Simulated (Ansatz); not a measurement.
# KAlPb3: the cost of one run

Method: DFT PBE, scalar-relativistic, plane waves, PAW, in Ansatz 0.2.0.

### Step 1. The starting structure

It takes space group P6_3/mmc (No. 194, hexagonal). The conventional cell has a = 7.345 Å, b = 7.345 Å, c = 6.275 Å, α = 90.00°, β = 90.00°, γ = 120.00°. Around K (site symmetry -6m2) lie 12 Pb at 3.68 to 3.94 Å. Al (site symmetry -3m) has 6 Pb at 2.43 Å as nearest neighbours. Pb (site symmetry mm2) has 2 Al at 2.43 Å as nearest neighbours.

As a file:

```cif
data_structure
_symmetry_space_group_name_H-M 'P6_3/mmc'
_symmetry_Int_Tables_number 194
_cell_length_a 7.3446
_cell_length_b 7.3446
_cell_length_c 6.2749
_cell_angle_alpha 90.000
_cell_angle_beta 90.000
_cell_angle_gamma 120.000
_cell_volume 293.14
loop_
_atom_site_label
_atom_site_type_symbol
_atom_site_symmetry_multiplicity
_atom_site_Wyckoff_symbol
_atom_site_fract_x
_atom_site_fract_y
_atom_site_fract_z
_atom_site_occupancy
K1 K 2 d 0.33333 0.66667 0.75000 1
Al1 Al 2 a 0.00000 0.00000 0.50000 1
Pb1 Pb 6 h 0.14600 0.29200 0.25000 1
```

This is candidate A: hexagonal perovskite (2H) type (P6_3/mmc, No. 194).

(A quick probe on a coarse mesh, which set the mesh and smearing, is not shown.)

### Step 3. A loose first relaxation (candidate A)

Contents of input.yaml:

```yaml
crystal:
  lattice:
    - [7.3446343079, 0.0, 0.0]
    - [-3.6723171539, 6.3606398921, 0.0]
    - [0.0, 0.0, 6.2749007142]
  atoms:
    - { symbol: K, position: [0.3333333333, 0.6666666667, 0.75] }
    - { symbol: K, position: [0.6666666667, 0.3333333333, 0.25] }
    - { symbol: Al, position: [0.0, 0.0, 0.5] }
    - { symbol: Al, position: [0.0, 0.0, 0.0] }
    - { symbol: Pb, position: [0.146, 0.2919999999, 0.25] }
    - { symbol: Pb, position: [0.854, 0.146, 0.75] }
    - { symbol: Pb, position: [0.854, 0.7080000001, 0.75] }
    - { symbol: Pb, position: [0.146, 0.854, 0.25] }
    - { symbol: Pb, position: [0.7080000001, 0.854, 0.25] }
    - { symbol: Pb, position: [0.2919999999, 0.146, 0.75] }
basis:
  ecutwfc: 420
kpoints:
  mp_grid: { grid: [3, 3, 4] }
hamiltonian:
  xc: pbe
scf:
  occupations: { method: gaussian, width: 0.1 }
  lower_state_search: "off"
output:
  forces: true
  stress: true
  eigenvalues: true
relax:
  adjacent_minimum: "off"
  f_tol: 0.04
  max_steps: 70
  cell: { stress_tol: 0.4 }
```

The run is started by

```bash
ansatz run input.yaml --threads 1 --pin off --max-ram 2560MiB --backend cpu --events-out ev --progress --plain --runs-dir out
```

What time and memory should one allow on 1 thread of Arm Neoverse V2, shared host?

About 2.4 min, with a peak of 0.6 GiB.
